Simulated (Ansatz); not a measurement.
This script drives the Ansatz DFT code, driven from Python.

Script `freq_ch3clossi.py`:
```python
"""Vibrations of CH3ClOSSi."""

import argparse
import itertools

import ansatz as az
from ase import Atoms
from ase.data import atomic_numbers, covalent_radii
from ase.thermochemistry import IdealGasThermo
import numpy as np

parser = argparse.ArgumentParser(description="Vibrations of CH3ClOSSi.")
parser.add_argument("--basis", required=True, help="basis")
parser.add_argument("--xc", required=True, help="exchange-correlation functional")
args = parser.parse_args()

geometry_ang = [
    ("S", [-1.0691, 1.3367, 1.3987]),
    ("Si", [0.2685, -0.0095, 0.6317]),
    ("Cl", [2.1722, 0.275, 1.143]),
    ("C", [-0.0872, -1.0715, -0.7761]),
    ("O", [0.279, 0.2388, -1.0255]),
    ("H", [-0.8459, 2.3554, 0.4892]),
    ("H", [0.5444, -1.8899, -0.9952]),
    ("H", [-1.1698, -1.292, -0.9216]),
]
geometry = az.Crystal.molecule()
for symbol, xyz in geometry_ang:
    geometry = geometry.atom(symbol, xyz)

calc = geometry.calculation().basis(gaussian=args.basis).functional(args.xc)
symbols = [site.symbol for site in geometry.cartesian_sites]
start = np.array([site.position_ang for site in geometry.cartesian_sites], dtype=float)
r = calc.relax(force_tolerance=0.003, max_steps=100).run().report
end = np.array(r["positions_ang"])

# pairs closer than 1.2 times the sum of covalent radii, before or after
radius = [covalent_radii[atomic_numbers[s]] for s in symbols]
span = lambda where, i, j: np.linalg.norm(where[i] - where[j])
bonded = [(i, j) for i, j in itertools.combinations(range(len(symbols)), 2) if min(span(start, i, j), span(end, i, j)) < 1.2 * (radius[i] + radius[j])]
print("pair        before    after (A)")
for i, j in bonded:
    print(f"{symbols[i]}{i}-{symbols[j]}{j}".ljust(10), f"{span(start, i, j):8.4f} {span(end, i, j):8.4f}")

# frequencies need a stationary point, so they are taken at the relaxed geometry
minimum = az.Crystal.molecule()
for symbol, place in zip(symbols, end):
    minimum = minimum.atom(symbol, place.tolist())
vibrating = (
    minimum.calculation()
    .basis(gaussian=args.basis)
    .functional(args.xc)
    .phonons(temperatures=(298.15, 498.15, 100))
)
vib = vibrating.run().report["vibrations"]
sums = vib["harmonic_sums"]
modes = [m["omega_inv_cm"] for m in sums["modes_at_gamma"] if m["rigid_motion"] == "no"]
print("frequencies (1/cm):", " ".join(f"{w:.0f}" for w in modes))
print("imaginary modes:", sum(w < 0 for w in modes), " zero-point energy:", round(sums["zero_point_energy_ev"], 4), "eV")
# rigid rotor and ideal gas, symmetry number taken as one
gas = IdealGasThermo(vib_energies=[w / 8065.544 for w in modes if w > 0], geometry="linear" if len(modes) == 3 * len(symbols) - 5 else "nonlinear",
                     atoms=Atoms(symbols, positions=end), symmetrynumber=1, spin=0.0)
print(f"H(298 K) - E = {gas.get_enthalpy(298.15, verbose=False):.4f} eV")
print(f"S(298 K, 1 bar) = {96485.33 * gas.get_entropy(298.15, 1e5, verbose=False):.1f} J/(mol K) with symmetry number 1")

# all hydrogen replaced by deuterium
heavier = vibrating.phonons(masses={"H": 2.014102}).run().report["vibrations"]["harmonic_sums"]
print("deuterated (1/cm):", " ".join(f"{m['omega_inv_cm']:.0f}" for m in heavier["modes_at_gamma"] if m["rigid_motion"] == "no"))
print("zero-point energy falls by", round(sums["zero_point_energy_ev"] - heavier["zero_point_energy_ev"], 4), "eV")
```

It is started by `python freq_ch3clossi.py --basis def2-SVP --xc b3lyp`. Estimate its wall time and peak memory on 1 thread of Arm Neoverse V2 (shared host).

It took about 5.6 min, with a peak of 0.33 GiB, for 3 runs of the engine.

```console
$ python freq_ch3clossi.py --basis def2-SVP --xc b3lyp
pair        before    after (A)
S0-Si1       2.0469   2.1242
S0-H5        1.3837   1.3552
Si1-Cl2      1.9916   2.0558
Si1-C3       1.7990   1.8148
Si1-O4       1.6757   1.6652
C3-O4        1.3832   1.5106
C3-H6        1.0567   1.0990
C3-H7        1.1144   1.0991
frequencies (1/cm): 140 167 195 238 241 421 576 689 738 748 780 1023 1083 1128 1445 2664 3074 3160
imaginary modes: 0  zero-point energy: 1.1475 eV
H(298 K) - E = 1.3534 eV
S(298 K, 1 bar) = 343.9 J/(mol K) with symmetry number 1
deuterated (1/cm): 117 155 177 208 233 410 510 552 643 664 703 817 930 966 1111 1912 2229 2353
zero-point energy falls by 0.2367 eV
```

The frequencies are harmonic and unscaled, in a modest basis. The result belongs to the one conformer reached from this start, and soft torsions count as harmonic oscillators. The entropy takes a symmetry number of 1; a symmetric molecule's is lower by R ln(sigma).

(A comment or docstring line of the script was reworded after the run, the code is as it ran; lines on the test bed's own set-up are left out of the output.)
